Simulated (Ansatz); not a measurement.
# Sn3TeO2: the cost of one run

Program: Ansatz 0.2.0. Level of theory: DFT PBE, scalar-relativistic, plane waves, PAW. These are calculated values, not measurements.

2 further runs of the same task are left out: 2 that didn't finish.

## 1. Starting point

It takes space group P4/mmm (No. 123, tetragonal). The conventional cell has a = 3.504 Å, b = 3.504 Å, c = 10.476 Å, α = 90.00°, β = 90.00°, γ = 90.00°. Sn (site symmetry 4mm) has 4 O at 2.94 Å and 4 Te at 3.14 Å and 1 Sn at 3.31 Å as nearest neighbours. Around Sn (site symmetry 4/mmm) lie 8 O at 3.03 Å and 2 Sn at 3.31 Å. Te (site symmetry 4/mmm) is surrounded by 8 Sn at 3.14 Å. O (site symmetry 4mm) is surrounded by 8 Sn at 2.94 to 3.03 Å.

Coordinates:

```xyz
6
Lattice="3.5040 0.0000 0.0000 0.0000 3.5040 0.0000 0.0000 0.0000 10.4759" Properties=species:S:1:pos:R:3 pbc="T T T"
Sn    1.7520    1.7520    1.9249
Sn    1.7520    1.7520    5.2380
Sn    1.7520    1.7520    8.5510
Te    0.0000    0.0000    0.0000
O     0.0000    0.0000    3.5017
O     0.0000    0.0000    6.9742
```

The cell is invented: species swapped into a database cell of Al3Ni2Pt (P4/mmm, No. 123), with Sn on the Al sites, O on the Ni sites and Te on the Pt sites. Lengths come from tabulated atomic sizes and are only a guess.

## 2. A first look at the guess

input.yaml reads:

```yaml
crystal:
  lattice:
    - [3.50400379, 0.0, 0.0]
    - [0.0, 3.50400379, 0.0]
    - [0.0, 0.0, 10.47594899]
  atoms:
    - { symbol: Sn, position: [0.5, 0.5, 0.183745] }
    - { symbol: Sn, position: [0.5, 0.5, 0.5] }
    - { symbol: Sn, position: [0.5, 0.5, 0.816255] }
    - { symbol: Te, position: [0.0, 0.0, 0.0] }
    - { symbol: O, position: [0.0, 0.0, 0.33426499] }
    - { symbol: O, position: [0.0, 0.0, 0.66573501] }
basis:
  ecutwfc: 420
kpoints:
  mp_grid: { grid: [6, 6, 2] }
hamiltonian:
  xc: pbe
scf:
  occupations: { method: gaussian, width: 0.1 }
  lower_state_search: "off"
output:
  forces: true
  stress: true
  eigenvalues: true
```

Launch:

```sh
$ ansatz run input.yaml --threads 1 --pin off --max-ram 2560MiB --backend cpu --events-out ev --progress --plain --runs-dir out
```

Q: Estimate wall time and peak memory on 1 thread of Arm Neoverse V2, shared host.

About 4.9 s, with a peak of 0.4 GiB.
